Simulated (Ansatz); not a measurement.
# C2H7BOS: one species, many methods

How much do the methods differ for C2H7BOS? The plan is to run it at one geometry with functionals of several rungs and with coupled cluster, and see how far each lands from CCSD(T) at the basis-set limit for the atomisation energy.

Program: Ansatz 0.2.0, Gaussian basis. Level of theory: functionals in def2-TZVPP, the program's frozen cores in correlated methods. These are calculated values, not measurements.

Levels to be run: PBE-D4, r2SCAN-D4, PBE0-D4, B3LYP-D4, ωB97X-V, ωB97M-V, B2PLYP; CCSD(T)/def2-TZVPP; MP2/def2-QZVPP; extrapolation to the limit.

### 1 The relaxed structure

An earlier PBE0-D4 in a triple-zeta def2 set relaxation fixed the geometry.

SMILES `CCOBS`, 12 atoms, charge 0, spin multiplicity 1.

Atoms are counted from 1 here; the program's logs count them from 0.

Bond lengths: C1–C2 1.509 Å, C1–H6 1.092 Å, C1–H7 1.093 Å, C1–H8 1.091 Å, C2–O3 1.420 Å, C2–H9 1.093 Å, C2–H10 1.095 Å, O3–B4 1.343 Å, B4–S5 1.808 Å, B4–H11 1.199 Å, S5–H12 1.341 Å. Angles: C2–C1–H6 110.8°, C2–C1–H7 110.1°, C2–C1–H8 110.6°, H6–C1–H7 108.4°, H6–C1–H8 108.4°, H7–C1–H8 108.4°, C1–C2–O3 110.3°, C1–C2–H9 110.7°, C1–C2–H10 111.0°, O3–C2–H9 107.0°, O3–C2–H10 109.6°, H9–C2–H10 108.1°, C2–O3–B4 121.8°, O3–B4–S5 117.3°, O3–B4–H11 121.9°, S5–B4–H11 120.8°, B4–S5–H12 95.3°.

### 2 PBE-D4 (GGA)

in.yaml reads:

```yaml
crystal:
  periodic: [false, false, false]
  atoms:
    - {symbol: C, position_ang: [0.459165, -0.793031, 1.619917]}
    - {symbol: C, position_ang: [0.388305, 0.478912, 0.811824]}
    - {symbol: O, position_ang: [-0.688142, 0.416539, -0.112711]}
    - {symbol: B, position_ang: [-0.480686, 0.356156, -1.438024]}
    - {symbol: S, position_ang: [-1.938445, 0.244943, -2.501457]}
    - {symbol: H, position_ang: [0.671757, -1.650228, 0.977364]}
    - {symbol: H, position_ang: [1.251568, -0.719196, 2.368514]}
    - {symbol: H, position_ang: [-0.486142, -0.974913, 2.134362]}
    - {symbol: H, position_ang: [0.202393, 1.338928, 1.460944]}
    - {symbol: H, position_ang: [1.326177, 0.655114, 0.273845]}
    - {symbol: H, position_ang: [0.622435, 0.374810, -1.908328]}
    - {symbol: H, position_ang: [-1.251285, 0.216765, -3.652348]}
basis:
  gaussian: {orbitals: def2-TZVPP}
hamiltonian: {xc: pbe, dispersion: d4}
output: {forces: true, orbitals: {seedname: orbitals}}
```

Started as:

```bash
$ ansatz run in.yaml --threads 4 --pin off --events-out ev --progress --plain --max-ram 10444MiB
```

The runs that follow: r2SCAN-D4 (meta-GGA); PBE0-D4 (hybrid); B3LYP-D4 (hybrid); ωB97X-V (range-separated); ωB97M-V (range-separated); B2PLYP (double hybrid); CCSD(T) in def2-TZVPP; MP2 in def2-QZVPP.

Q: Predict the results of all the runs planned. Wanted: atomisation energy, CCSD(T)/CBS; farthest; mean size of error, hybrid; mean size of error, range-separated; gap, smallest and largest; T1 diagnostic; triples share of the correlation energy.

**Answer**, as computed:

| quantity | value |
| --- | --- |
| atomisation energy, CCSD(T)/CBS | 4609.9 kJ/mol |
| functionals within 23.0 kJ/mol (0.5 %) | B3LYP-D4, ωB97X-V |
| farthest | PBE-D4 (+99.7 kJ/mol) |
| mean size of error, hybrid | 19.2 kJ/mol |
| mean size of error, range-separated | 24.5 kJ/mol |
| gap, smallest and largest | 5.35 eV (PBE-D4), 11.96 eV (ωB97X-V) |
| T1 diagnostic | 0.0126 |
| triples share of the correlation energy | 3.9 % |

**Reading.** PBE-D4 is off by +99.7 kJ/mol. Double hybrids carry the basis error of their MP2 part in triple zeta, and no dispersion term here, so their miss is partly the set-up's. Misses under about 23.0 kJ/mol are within the doubt on the reference itself, which lacks core-valence correlation, relativity and higher excitations. Hartree-Fock recovers 75 % of the binding; the rest is correlation. Orbital gaps span 5.3 to 12.0 eV; exact exchange widens them.
